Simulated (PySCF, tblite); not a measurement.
# C6H5FNO radical: geometry, infrared bands and EPR parameters

Wanted: the infrared bands and EPR parameters of C6H5FNO radical (`N#C[C]1C=CO[C@H](F)C1`), by calculation.

Programs: tblite 0.8.0 and PySCF 2.14.0, with density-fitted response routines of our own. Each step states its level of theory. These are calculated values for one molecule in the gas phase, unless marked as measured. Atoms count from 0, in the outputs and in this text.

### Step 1. The starting structure

14 atoms, charge 0, multiplicity 2; geometry from: force field or distance geometry start.

Bonds of the start (Å): N0–C1 1.15, C1–C2 1.47, C2–C3 1.45, C3–C4 1.33, C4–O5 1.38, O5–C6 1.39, C6–F7 1.38, C6–C8 1.48, C8–C2 1.49, C3–H9 1.06, C4–H10 1.09, C6–H11 1.14, C8–H12 1.13, C8–H13 1.13.

### Step 2. Relaxing the molecule with GFN2-xTB

What the job is given:

```
{"job": {"kind": "relax", "xc": "GFN2-xTB", "basis": "xTB"}, "charge": 0, "multiplicity": 2}
N      0.592700     3.213500    -0.732100
C      0.460300     2.215800    -0.181800
C      0.319000     0.924900     0.516200
C      1.453200     0.044900     0.337100
C      1.332000    -1.223400    -0.053300
O      0.081000    -1.725200    -0.343100
C     -1.115600    -1.025400    -0.242800
F     -1.705400    -1.033800    -1.486000
C     -1.034400     0.342400     0.324000
H      2.433800     0.395000     0.558800
H      2.250400    -1.807400    -0.155300
H     -1.810300    -1.639800     0.417800
H     -1.704200     1.003500    -0.305200
H     -1.553100     0.314500     1.323400
```

Started as:

```bash
OMP_NUM_THREADS=1 python probes_run.py task.json out
```

This one command runs all jobs of the session in turn.

**Question.** This job is followed by: GFN2-xTB harmonic vibrations, gas phase; UKS B3LYP, pcH-1 on C F H N O, non-relativistic, mean-field spin-orbit, GIAO. Predict these results of the whole session: strongest single infrared mode (GFN2-xTB); zero-point energy (GFN2-xTB); g(iso) (B3LYP); ⟨S²⟩; largest a(iso); potential on the surface of density 0.002 e/bohr³, 1st and 99th percentile.

As calculated:

| quantity | value |
| --- | --- |
| strongest single infrared mode (GFN2-xTB) | 2289 cm⁻¹, 207 km/mol |
| zero-point energy (GFN2-xTB) | 60.7 kcal/mol |
| g(iso) (B3LYP) | 2.00305 |
| ⟨S²⟩ | 0.774 (exact 0.75) |
| largest a(iso) | 1H on H13, 76.2 MHz |
| potential on the surface of density 0.002 e/bohr³, 1st and 99th percentile | -1.77 V and 1.55 V |

What this shows: The optimisation took 44 steps and gained 1.105 eV; among the close pairs (by a distance rule), C1–C2 changed most, from 1.474 to 1.386 Å. No mode is imaginary among the 36: a minimum at this level. The strongest single mode, at 2289 cm⁻¹, moves mainly C1 and N0. GFN2-xTB is a fitted tight-binding method: band positions and strengths are rough. Its intensities can rank the bands wrongly. The largest spin populations lie on C2 (0.57 e), C4 (0.46 e). The isotropic g lies 0.7 ppt above the free-electron value. These values are for one conformer; the search (at its own cheap level) found 2 more, at 0.00, 2.25 kcal/mol (those within 0.05 may be mirror or relabelled copies), and measured spectra average over such forms.
